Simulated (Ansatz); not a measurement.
CoCl2O2:

```xyz
5
Lattice="3.5809 -3.9270 0.0000 3.5809 3.9270 0.0000 -0.4204 0.0000 3.4576" Properties=species:S:1:pos:R:3 pbc="T T T"
Co    0.0000    0.0000    0.0000
Cl    5.3026    0.0000    1.4797
Cl    1.4388    0.0000    1.9780
O     3.5809   -2.2921    0.0000
O     3.5809    2.2921    0.0000
```

The cell comes from a database or a generator and needn't be the stable form of this composition.

Base run:

```yaml
Program: Ansatz 0.2.0
Functional: PBE
Potentials_or_basis: Ansatz PAW
Cutoff: "420 eV (not typed: the program's choice for these potentials)"
k_mesh: 4 × 4 × 7
Occupations: fermi-dirac, width 0.05 eV
Spin: collinear spin, ferromagnetic start
Starting_moments: "[4.0, 0.0, 0.0, 0.0, 0.0] μB"
Fixed_moment: 4 μB
```

Its results: pressure 3.0 GPa; site moments Co +1.34; Cl +0.22; O +0.75 μB; largest force 2.492 eV/Å.

Task: After a change of settings the same cell gave: pressure -0.3 GPa; site moments Co +0.93; Cl +0.15; O +0.22 μB; largest force 0.302 eV/Å. Which change was it?
A. fixed moment from 4 μB to 1 μB; moments at the start from [4.0, 0.0, 0.0, 0.0, 0.0] to [1.0, 0.0, 0.0, 0.0, 0.0]
B. fixed moment from 4 μB to 2.5 μB; moments at the start from [4.0, 0.0, 0.0, 0.0, 0.0] to [2.5, 0.0, 0.0, 0.0, 0.0]
C. fixed moment from 4 μB to 2 μB; moments at the start from [4.0, 0.0, 0.0, 0.0, 0.0] to [2.0, 0.0, 0.0, 0.0, 0.0]
D. fixed moment from 4 μB to 3 μB; moments at the start from [4.0, 0.0, 0.0, 0.0, 0.0] to [3.0, 0.0, 0.0, 0.0, 0.0]

Result: C.

Caveats: the total moment is fixed, so each spin has its own Fermi level; a cell with one magnetic atom can't hold antiferromagnetic order, which such compounds often take; the thresholds are loose for stress; forces of over 1 eV/Å show positions far from the minimum, so gaps and moduli don't describe the material at rest (some runs).
